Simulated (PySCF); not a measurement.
# C₅H₆F₂: NMR shifts, electronic excitations and K edges in gas and solvents

Aim: compute the NMR shifts, electronic excitations and K edges of C₅H₆F₂ (`C=C/C=C/C(F)F`), and see what a dielectric continuum does where one was used.

Programs: PySCF 2.14.0, with density-fitted response routines of our own. Each step states its level of theory. These are calculated values for one molecule, in the gas phase or a continuum, unless marked as measured. Atoms count from 0, in the outputs and in this text.

## Step 1: The starting structure

13 atoms, charge 0, multiplicity 1; geometry from: GFN2-xTB.

Bonds of the start (Å): C0–C1 1.33, C1–C2 1.44, C2–C3 1.33, C3–C4 1.50, C4–F5 1.36, C4–F6 1.35, C0–H7 1.08, C0–H8 1.08, C1–H9 1.08, C2–H10 1.08, C3–H11 1.08, C4–H12 1.11.

## Step 2: Relaxing the molecule at PBE0-D3(BJ)/def2-SVP

Job settings and geometry (Å):

```
{"job": {"xc": "PBE0", "basis": "def2-SVP", "d3": "d3bj", "grid": 1, "kind": "geom"}, "charge": 0, "multiplicity": 1}
C      2.538348     0.782310    -0.024899
C      1.566636    -0.124151    -0.026107
C      0.164386     0.223052    -0.020977
C     -0.817107    -0.676758    -0.020769
C     -2.270972    -0.327078    -0.020679
F     -2.912721    -0.927352     1.020438
F     -2.486755     1.002034     0.120134
H      3.577725     0.503719    -0.025161
H      2.323525     1.838246    -0.020231
H      1.799751    -1.180492    -0.027443
H     -0.074083     1.278295    -0.021915
H     -0.624692    -1.739648    -0.008537
H     -2.788430    -0.651690    -0.941581
```

The log of the run:

```text
step   0  E = -393.07355035  max force = 0.016874
step   1  E = -393.07458781  max force = 0.004687
step   2  E = -393.07485921  max force = 0.002192
step   3  E = -393.07497437  max force = 0.004038
step   4  E = -393.07509015  max force = 0.001392
step   5  E = -393.07509157  max force = 0.001275
step   6  E = -393.07511289  max force = 0.000359
step   7  E = -393.07511324  max force = 0.000683
step   8  E = -393.07511852  max force = 0.000208
optimisation converged
```

Wall time 64 s (1 thread, shared host).

Along the way:

```tsv
step	energy from step 0 (eV)	largest force component (eV/Å)
0	0.0000	0.8677
1	-0.0282	0.2410
2	-0.0356	0.1127
3	-0.0387	0.2076
4	-0.0419	0.0716
5	-0.0419	0.0656
6	-0.0425	0.0185
7	-0.0425	0.0351
8	-0.0427	0.0107
```

Close pairs (by a distance rule), those that changed most:

```tsv
bond	before (Å)	after (Å)	change (Å)
C0–H8	1.078	1.094	+0.017
C0–H7	1.076	1.092	+0.016
C3–H11	1.080	1.095	+0.015
C1–H9	1.082	1.096	+0.015
C2–H10	1.082	1.096	+0.014
C0–C1	1.329	1.340	+0.011
C2–C3	1.332	1.340	+0.009
C1–C2	1.445	1.452	+0.007
```

The end geometry stands in the next job.

```tsv
at the end point	value
point group (found at 0.08 Å tolerance)	C1
rotational constants (GHz, main isotopes)	7.586, 1.149, 1.040
dipole moment (D)	2.16
```

## Step 3: Nuclear shieldings: PBE0/pcSseg-1 in benzene

Job settings and geometry (Å):

```
{"job": {"kind": "nmr", "xc": "PBE0", "basis": "pcSseg-1", "solvent": "benzene", "pop": true}, "charge": 0, "multiplicity": 1}
C      2.528103     0.804033    -0.325364
C      1.540914    -0.099113    -0.250050
C      0.141480     0.250096    -0.082768
C     -0.854089    -0.643668    -0.004166
C     -2.288997    -0.270156     0.152007
F     -2.823848    -0.913502     1.219511
F     -2.434898     1.058250     0.350513
H      3.570961     0.504599    -0.451953
H      2.320558     1.876630    -0.261513
H      1.778871    -1.167280    -0.315340
H     -0.105786     1.315318    -0.016497
H     -0.658244    -1.719376    -0.065677
H     -2.893325    -0.545928    -0.733151
```

Method: GIAO PBE0/pcSseg-1 NMR shielding, non-relativistic, IEF-PCM benzene.

The log of the run:

```text
coarse grid: 11328 points
cycle   1  E = -393.1883137662  dE =  8.618e-01  |g| = 6.806e-01  |ddm| = 3.178e+00
cycle   2  E = -393.1264610118  dE =  6.185e-02  |g| = 9.446e-01  |ddm| = 9.512e-01
cycle   3  E = -393.2692382157  dE = -1.428e-01  |g| = 8.486e-02  |ddm| = 5.778e-01
cycle   4  E = -393.2705362477  dE = -1.298e-03  |g| = 4.176e-02  |ddm| = 9.075e-02
cycle   5  E = -393.2709409816  dE = -4.047e-04  |g| = 1.251e-02  |ddm| = 3.775e-02
cycle   6  E = -393.2709789838  dE = -3.800e-05  |g| = 2.134e-03  |ddm| = 1.102e-02
cycle   7  E = -393.2709800226  dE = -1.039e-06  |g| = 5.060e-04  |ddm| = 1.889e-03
final grid: 111480 points
cycle   8  E = -393.3265955565  dE = -3.783e-05  |g| = 6.865e-03  |ddm| = 3.359e-02
cycle   9  E = -393.3265935378  dE =  2.019e-06  |g| = 8.151e-03  |ddm| = 1.104e-02
cycle  10  E = -393.3266064915  dE = -1.295e-05  |g| = 1.001e-03  |ddm| = 5.432e-03
cycle  11  E = -393.3266066551  dE = -1.637e-07  |g| = 1.649e-04  |ddm| = 7.787e-04
cycle  12  E = -393.3266066586  dE = -3.455e-09  |g| = 8.713e-05  |ddm| = 1.733e-04
cycle  13  E = -393.3266066605  dE = -1.891e-09  |g| = 1.967e-05  |ddm| = 8.092e-05
cycle  14  E = -393.3266066606  dE = -9.106e-11  |g| = 5.599e-06  |ddm| = 1.580e-05
converged SCF energy = -393.3266066606

GIAO shielding tensors (ppm)
atom      isotropic    diamagn.    paramagn.     s11        s22        s33       span
  0 C       52.581     253.952    -201.371    -58.936     58.638    158.040    216.976
  1 C       40.982     254.544    -213.562    -74.350     46.124    151.172    225.522
  2 C       42.331     256.055    -213.725    -64.568     38.394    153.166    217.735
  3 C       51.159     259.051    -207.892    -47.814     66.801    134.491    182.305
  4 C       68.339     236.294    -167.955     50.006     68.117     86.894     36.888
  5 F      309.258     469.988    -160.730    204.090    338.610    385.073    180.983
  6 F      329.624     475.078    -145.454    232.446    352.500    403.926    171.480
  7 H       25.489      27.846      -2.357     23.082     24.784     28.601      5.518
  8 H       25.436      30.400      -4.964     22.380     24.795     29.134      6.754
  9 H       24.640      31.125      -6.485     22.568     23.212     28.140      5.572
 10 H       24.511      33.082      -8.571     21.029     22.617     29.887      8.858
 11 H       25.486      32.196      -6.710     23.462     24.742     28.253      4.791
 12 H       24.899      26.048      -1.149     22.381     23.713     28.603      6.221
```

Run time: 22 s. Hardware: 1 thread, shared host.

Shifts follow as δ = σ(reference) − σ, with reference shieldings (ppm) from runs at the same level and on the same kind of geometry: 1H TMS 31.25, 13C TMS 184.9, 19F CFCl3 178.7. The references are single molecules in the same continuum, so shifts against H2O, NH3, PH3, H3PO4 or CFCl3 are not on the usual liquid scales and can be off by tens of ppm. Atoms listed in one row are averaged.

```tsv
atoms	environment	σ (ppm)	δ (ppm)
C1	alkene CH	41.0	143.9
C2	alkene CH	42.3	142.5
C3	alkene CH	51.2	133.7
C0	terminal =CH2 carbon	52.6	132.3
C4	allylic sp3 CH bonded to 2 F	68.3	116.5
H10	hydrogen on an alkene CH	24.51	6.74
H9	hydrogen on an alkene CH	24.64	6.61
H12	hydrogen on an allylic sp3 CH bonded to 2 F	24.90	6.36
H8	hydrogen on a terminal =CH2 carbon	25.44	5.82
H11	hydrogen on an alkene CH	25.49	5.77
H7	hydrogen on a terminal =CH2 carbon	25.49	5.77
F5, F6	fluorine of a CF2 group	319.4	-140.7
```

Charges from the same density, by scheme (e):

```tsv
atoms	Mulliken	IAO	Hirshfeld	ESP fit
C0	-0.16	-0.30	-0.09	-0.42
C1	-0.19	-0.14	-0.05	-0.14
C2	-0.08	-0.12	-0.04	-0.04
C3	-0.31	-0.20	-0.07	-0.33
C4	0.59	0.44	0.14	0.43
F5, F6	-0.31	-0.31	-0.11	-0.23
```

Mayer bond orders: C0–C1 1.90, C1–C2 1.08, C2–C3 1.77, C3–C4 1.02, C4–F5 0.94, C4–F6 0.96.

## Step 4: TDDFT and polarisability: CAM-B3LYP/def2-SVPD

Settings changed since step 3:

```diff
@@ -1,2 +1,2 @@
-{"job": {"kind": "nmr", "xc": "PBE0", "basis": "pcSseg-1", "solvent": "benzene", "pop": true}, "charge": 0, "multiplicity": 1}
+{"job": {"kind": "uv", "xc": "CAM-B3LYP", "basis": "def2-SVPD", "dynamic": true, "nstates": 6, "ntriplets": 0}, "charge": 0, "multiplicity": 1}
 C      2.528103     0.804033    -0.325364
```

Method: TDDFT CAM-B3LYP/def2-SVPD, vertical, gas phase, core orbitals frozen in the response.

The log of the run:

```text
coarse grid: 11328 points
cycle   1  E = -393.2014259187  dE =  9.478e-01  |g| = 6.895e-01  |ddm| = 5.469e+00
cycle   2  E = -393.1779037098  dE =  2.352e-02  |g| = 8.439e-01  |ddm| = 1.733e+00
cycle   3  E = -393.2933368935  dE = -1.154e-01  |g| = 6.466e-02  |ddm| = 8.998e-01
cycle   4  E = -393.2940560293  dE = -7.191e-04  |g| = 3.022e-02  |ddm| = 1.349e-01
cycle   5  E = -393.2942654637  dE = -2.094e-04  |g| = 7.846e-03  |ddm| = 5.707e-02
cycle   6  E = -393.2942801271  dE = -1.466e-05  |g| = 2.573e-03  |ddm| = 1.498e-02
cycle   7  E = -393.2942819035  dE = -1.776e-06  |g| = 3.376e-04  |ddm| = 5.150e-03
final grid: 111480 points
cycle   8  E = -393.3597831611  dE = -3.063e-05  |g| = 4.374e-03  |ddm| = 1.001e-01
cycle   9  E = -393.3597826923  dE =  4.688e-07  |g| = 5.016e-03  |ddm| = 1.205e-02
cycle  10  E = -393.3597868216  dE = -4.129e-06  |g| = 3.811e-04  |ddm| = 4.448e-03
cycle  11  E = -393.3597868500  dE = -2.840e-08  |g| = 1.427e-04  |ddm| = 8.781e-04
cycle  12  E = -393.3597868550  dE = -4.987e-09  |g| = 4.868e-05  |ddm| = 3.322e-04
cycle  13  E = -393.3597868556  dE = -5.967e-10  |g| = 8.582e-06  |ddm| = 8.209e-05
converged SCF energy = -393.3597868556

Static polarisability (au): isotropic 69.715, principal 45.351 56.558 107.237

Singlet excitations
state   eV       nm        f      main configurations
  1   5.8149    213.2   0.80364   H->L 0.98
  2   7.0181    176.7   0.00219   H->L+1 0.83, H->L+3 0.11
  3   7.2507    171.0   0.00642   H->L+2 0.73
  4   7.2999    169.8   0.00404   H-2->L 0.48, H-3->L 0.23, H->L+2 0.15
  5   7.4148    167.2   0.00702   H->L+4 0.56, H->L+3 0.18, H-1->L 0.16
  6   7.7084    160.8   0.02224   H->L+3 0.52, H->L+4 0.15
```

It took 46 s on 1 thread, shared host.

Frontier orbitals and where they lie:

```tsv
orbital	eV	atoms
HOMO−3	-11.89	C1 21 %, C0 14 %, C2 13 %
HOMO−2	-11.34	F5 18 %, C3 15 %, C2 12 %
HOMO−1	-11.17	C1 23 %, C2 23 %, C3 14 %
HOMO	-8.46	C0 25 %, C3 24 %, C1 20 %
LUMO	-0.31	C0 24 %, C3 22 %, C2 17 %
LUMO+1	1.48	C3 15 %, C1 13 %, C4 13 %
LUMO+2	1.71	C0 26 %, H8 19 %, H10 12 %
```

With each of the 6 states as a Gaussian band of 0.4 eV half-width at 1/e, the curve within the window shown has maxima at 213 nm (ε 33,000), 164 nm (ε 1,300) L/(mol cm). Beyond the last state computed it falls off for lack of states. The curve at chosen wavelengths:

```tsv
nm	ε (L/mol/cm)
155	559
158	921
162	1252
165	1292
168	1182
171	981
175	666
178	453
181	309
185	344
188	743
191	1797
194	3928
198	9043
201	14537
204	20758
207	26577
211	31660
214	32485
217	30698
221	25334
224	20257
227	15222
230	10804
234	6310
237	3990
```

Ground-state properties from the same run:

```tsv
property	computed
dipole moment (D)	2.43
polarisability (Å³)	10.33
HOMO–LUMO gap (eV)	8.15
−ε(HOMO) (eV)	8.46
C6 with itself (au)	1819
```

## Step 5: TDDFT and polarisability: CAM-B3LYP/def2-SVPD in benzene

Settings changed since step 4:

```diff
@@ -1,2 +1,2 @@
-{"job": {"kind": "uv", "xc": "CAM-B3LYP", "basis": "def2-SVPD", "dynamic": true, "nstates": 6, "ntriplets": 0}, "charge": 0, "multiplicity": 1}
+{"job": {"kind": "uv", "xc": "CAM-B3LYP", "basis": "def2-SVPD", "solvent": "benzene", "nstates": 6, "ntriplets": 0}, "charge": 0, "multiplicity": 1}
 C      2.528103     0.804033    -0.325364
```

Method: TDDFT CAM-B3LYP/def2-SVPD, vertical, IEF-PCM benzene (non-equilibrium linear response), core orbitals frozen in the response.

The log of the run:

```text
coarse grid: 11328 points
cycle   1  E = -393.2065375758  dE =  9.429e-01  |g| = 6.830e-01  |ddm| = 5.480e+00
cycle   2  E = -393.1873158146  dE =  1.922e-02  |g| = 8.226e-01  |ddm| = 1.690e+00
cycle   3  E = -393.2966208651  dE = -1.093e-01  |g| = 6.122e-02  |ddm| = 8.722e-01
cycle   4  E = -393.2972759502  dE = -6.551e-04  |g| = 2.773e-02  |ddm| = 1.276e-01
cycle   5  E = -393.2974516792  dE = -1.757e-04  |g| = 6.121e-03  |ddm| = 5.126e-02
cycle   6  E = -393.2974604564  dE = -8.777e-06  |g| = 2.409e-03  |ddm| = 1.221e-02
final grid: 111480 points
cycle   7  E = -393.3629463112  dE = -2.985e-05  |g| = 4.398e-03  |ddm| = 1.029e-01
cycle   8  E = -393.3629447652  dE =  1.546e-06  |g| = 5.415e-03  |ddm| = 1.350e-02
cycle   9  E = -393.3629503921  dE = -5.627e-06  |g| = 3.434e-04  |ddm| = 5.992e-03
cycle  10  E = -393.3629504191  dE = -2.697e-08  |g| = 1.216e-04  |ddm| = 8.872e-04
cycle  11  E = -393.3629504233  dE = -4.203e-09  |g| = 2.929e-05  |ddm| = 2.932e-04
cycle  12  E = -393.3629504234  dE = -1.794e-10  |g| = 1.193e-05  |ddm| = 4.464e-05
converged SCF energy = -393.3629504234

Static polarisability (au): isotropic 79.491, principal 50.824 63.833 123.815

Singlet excitations
state   eV       nm        f      main configurations
  1   5.5482    223.5   0.92777   H->L 0.98
  2   7.0303    176.4   0.00379   H->L+1 0.79, H->L+3 0.14
  3   7.2495    171.0   0.00050   H-2->L 0.50, H-3->L 0.22, H->L+2 0.14
  4   7.3131    169.5   0.00921   H->L+2 0.65, H->L+3 0.13, H-2->L 0.12
  5   7.4029    167.5   0.00974   H->L+4 0.56, H->L+3 0.16, H-1->L 0.12
  6   7.6830    161.4   0.03316   H->L+3 0.43, H->L+4 0.14, H-1->L 0.13
```

Run time: 37 s. Hardware: 1 thread, shared host.

In short: HOMO -8.34 eV, LUMO -0.20 eV; lowest singlet 5.55 eV.

## Step 6: Core excitations: BHandHLYP/aug-pcX-1+pcseg-1

Settings changed since step 5:

```diff
@@ -1,2 +1,2 @@
-{"job": {"kind": "uv", "xc": "CAM-B3LYP", "basis": "def2-SVPD", "solvent": "benzene", "nstates": 6, "ntriplets": 0}, "charge": 0, "multiplicity": 1}
+{"job": {"kind": "xas", "xc": "BHandHLYP", "basis": {"default": "aug-pcX-1", "H": "pcseg-1"}}, "charge": 0, "multiplicity": 1}
 C      2.528103     0.804033    -0.325364
```

Level: core-valence-separated TDA BHandHLYP/aug-pcX-1 H:pcseg-1, K edges, non-relativistic, gas phase.

The log of the run:

```text
coarse grid: 11328 points
cycle   1  E = -393.4171588083  dE =  9.752e-01  |g| = 6.976e-01  |ddm| = 4.644e+00
cycle   2  E = -393.4188272067  dE = -1.668e-03  |g| = 7.705e-01  |ddm| = 1.097e+00
cycle   3  E = -393.5078587093  dE = -8.903e-02  |g| = 6.358e-02  |ddm| = 5.322e-01
cycle   4  E = -393.5084316053  dE = -5.729e-04  |g| = 3.793e-02  |ddm| = 1.016e-01
cycle   5  E = -393.5087512191  dE = -3.196e-04  |g| = 8.389e-03  |ddm| = 4.564e-02
cycle   6  E = -393.5087676969  dE = -1.648e-05  |g| = 2.340e-03  |ddm| = 1.083e-02
cycle   7  E = -393.5087689995  dE = -1.303e-06  |g| = 3.271e-04  |ddm| = 2.978e-03
final grid: 111480 points
cycle   8  E = -393.5457468642  dE = -9.559e-05  |g| = 3.730e-03  |ddm| = 4.928e-02
cycle   9  E = -393.5457472204  dE = -3.562e-07  |g| = 3.220e-03  |ddm| = 7.166e-03
cycle  10  E = -393.5457488535  dE = -1.633e-06  |g| = 5.076e-04  |ddm| = 2.462e-03
cycle  11  E = -393.5457488821  dE = -2.864e-08  |g| = 1.783e-04  |ddm| = 4.786e-04
cycle  12  E = -393.5457488891  dE = -7.026e-09  |g| = 2.857e-05  |ddm| = 1.889e-04
cycle  13  E = -393.5457488893  dE = -1.784e-10  |g| = 1.359e-05  |ddm| = 4.777e-05
converged SCF energy = -393.5457488893

C K edge
   eV          f      from atoms
  282.167   0.05830   C0
  282.452   0.05453   C3
  282.580   0.04423   C2
  282.700   0.06684   C1
  285.983   0.01015   C0
  286.123   0.01331   C1
  286.182   0.01950   C3
  286.191   0.01781   C1
  286.373   0.02874   C0
  286.470   0.01009   C2
  286.750   0.01996   C2
  287.218   0.00056   C1 C0
  287.219   0.00043   C0 C1
  287.289   0.00003   C2
  287.354   0.00141   C3
  287.417   0.00045   C3
  287.473   0.00360   C0
  287.571   0.00080   C3
  287.582   0.00760   C0
  287.710   0.00090   C1
  287.782   0.00050   C2
  287.892   0.00502   C3
  287.947   0.00207   C1
  287.983   0.00050   C0

F K edge
   eV          f      from atoms
  685.359   0.01846   F5
  686.014   0.01029   F6
  686.726   0.01529   F6
  687.055   0.00664   F5
  687.336   0.01279   F6
  687.478   0.00859   F5
  687.809   0.00416   F5
  687.853   0.00312   F6
  688.000   0.00247   F5
  688.163   0.00494   F6
  688.335   0.00225   F6
  688.426   0.00911   F5
```

Wall time 41 s (1 thread, shared host).

## Step 7: Run by run: electronic excitations

Excitations and ground-state properties, with basis size and wall time:

```tsv
run	lowest singlet (eV)	brightest (eV)	f	gap (eV)	α (Å³)	μ (D)	functions	time
CAM-B3LYP/def2-SVPD	5.81	5.81	0.804	8.15	10.33	2.43	194	46 s
CAM-B3LYP/def2-SVPD in benzene	5.55	5.55	0.928	8.15	11.78	2.67	194	37 s
```

## Step 8: Results

| quantity | value |
| --- | --- |
| point group | C1 |
| rotational constants (main isotopes) | 7.59, 1.15, 1.04 GHz |
| 13C shifts against TMS (PBE0/pcSseg-1, benzene) | 143.9, 142.5, 133.7, 132.3, 116.5 ppm |
| 1H shifts against TMS (PBE0/pcSseg-1, benzene) | 6.74, 6.61, 6.36, 5.82, 5.77, 5.77 ppm |
| 19F shifts against CFCl3 (PBE0/pcSseg-1, benzene, means over atoms taken as alike) | -140.7 ppm |
| lowest singlet (CAM-B3LYP/def2-SVPD) | 5.81 eV (213 nm), f = 0.804 |
| C K edge | first line 282.17 eV, strongest 282.70 eV (f = 0.067) |
| F K edge | first line 685.36 eV, strongest 685.36 eV (f = 0.018) |
| range of the lowest singlet | 5.55 to 5.81 eV |

Relaxing lowered the energy by 0.043 eV in 8 steps; the close pair that moved most is C0–H8, from 1.078 to 1.094 Å. No frequency check was run at this level, so the end point may be a saddle. The first singlet state (HOMO→LUMO 0.98) lies at 5.81 eV and is bright. At the C edge the strongest single line lifts a 1s electron of C1 into several orbitals, led by LUMO (weight 0.69), 0.5 eV above the first line. At the F edge the strongest single line lifts a 1s electron of F5 into several orbitals, led by LUMO (weight 0.69), and it is the first line. Absolute edge energies from this method are off by several eV; spacings are better. The lowest singlet runs from 5.55 eV (CAM-B3LYP/def2-SVPD in benzene) to 5.81 eV (CAM-B3LYP/def2-SVPD), while the orbital gap is 8.15 eV. The lowest state need not be the same one in every run.
